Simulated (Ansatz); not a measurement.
Write a Python script for Ansatz's Python interface that makes a polarisability from point charges of H₂OSiZn, SMILES [O]1[SiH2][Zn]1. Level of theory (for the species named): Hartree-Fock, def2-SVPD basis, multiplicity 1.

```xyz
5

O     1.2364   -0.6538    0.3789
Si   -0.1022    0.4960    0.1167
Zn   -0.6561   -1.7530    0.6949
H    -0.8812    0.0276   -0.9796
H     0.4529    1.8095   -0.2523
```

The script, `field_h2osizn.py`:
```python
# -*- coding: utf-8 -*-
"""Dipole of H2OSiZn in the field of point charges."""

import ansatz as az
import numpy as np

GEOMETRY = """
O     1.23640   -0.65380    0.37890
Si   -0.10220    0.49600    0.11670
Zn   -0.65610   -1.75300    0.69490
H    -0.88120    0.02760   -0.97960
H     0.45290    1.80950   -0.25230
"""


def main():
    h2osizn = az.Crystal.molecule()
    for line in GEOMETRY.strip().splitlines():
        symbol, *xyz = line.split()
        h2osizn = h2osizn.atom(symbol, [float(v) for v in xyz])

    base = h2osizn.calculation().basis(gaussian="def2-SVPD").functional("HF").forces()
    # charges +q and -q at -R and +R make a nearly even field 2 k q / R^2 at the centre
    centre = np.mean([site.position_ang for site in h2osizn.cartesian_sites], axis=0)
    field = 2 * 14.399645 * 2.0 / 40.0 ** 2


    def dipole(axis, sign):
        arm = 40.0 * np.eye(3)[axis]
        pair = [{"charge": sign * 2.0, "position_ang": (centre - arm).tolist()}, {"charge": -sign * 2.0, "position_ang": (centre + arm).tolist()}]
        deck = base.input().set(az.key.basis.gaussian.point_charges, pair)
        return np.array(az.Session.from_dict(deck).plan().execute().report["charge_distribution"]["dipole_moment_e_ang"])


    print(f"field {field:.4f} V/A")
    alpha = np.array([(dipole(axis, 1) - dipole(axis, -1)) / (2 * field) * 14.399645 for axis in range(3)])
    print("polarisability tensor (A^3)")
    print(np.array2string(alpha, precision=3, suppress_small=True))
    print(f"mean {np.trace(alpha) / 3:.3f} A^3 = {np.trace(alpha) / 3 / 0.14818471:.2f} bohr^3")


if __name__ == "__main__":
    main()
```

```console
$ python field_h2osizn.py
field 0.0360 V/A
polarisability tensor (A^3)
[[10.783  4.055 -0.874]
 [ 4.085 21.763 -2.474]
 [-0.871 -2.455  9.276]]
mean 13.941 A^3 = 94.08 bohr^3
```

The geometry is a force-field or estimated start, not a minimum of this method, and the basis set is short of its limit. The field of two point charges is only nearly even. The whole script took 12 s on 1 thread of AMD EPYC 7B13 (Zen 3), on a shared host, peak memory 0.25 GiB.

(A comment or docstring line of the script was reworded after the run, the code is as it ran; lines on the test bed's own set-up are left out of the output.)
